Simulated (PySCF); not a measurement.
# FGeH3S: the cost of one run

The runs use PySCF 2.14.0, with density-fitted response routines of our own; the level of theory stands in each step. All values are computed, except where a source is named. Atoms count from 0, in the outputs and in this text.

### 1 The starting structure

6 atoms, charge 0, multiplicity 1; geometry from: GFN2-xTB. The atoms were then displaced at random by about 0.01 Å, so the start is not that level's minimum.

Bonds of the start (Å): F0–Ge1 1.74, Ge1–S2 2.19, Ge1–H3 1.49, Ge1–H4 1.50, S2–H5 1.34.

### 2 Optimising the geometry at PBE0-D3(BJ)/def2-SVP

What the job is given:

```
{"job": {"xc": "PBE0", "basis": "def2-SVP", "d3": "d3bj", "grid": 1, "shake": 0.01, "kind": "geom"}, "charge": 0, "multiplicity": 1}
F     -0.757520     1.241960     0.664180
Ge    -0.474390    -0.309750    -0.061620
S      1.673720    -0.314700    -0.472720
H     -1.323400    -0.279890    -1.282450
H     -0.941560    -1.251940     1.013320
H      1.847320     0.884320     0.094630
```

Launch:

```sh
$ OMP_NUM_THREADS=1 python probes_run.py task.json out
```

One launch serves the whole session: the jobs run in the order shown.

Q: Estimate the wall time and peak memory of this first job on 1 thread of Arm Neoverse V2, shared host.

About 7.9 s, with a peak of 0.34 GiB.
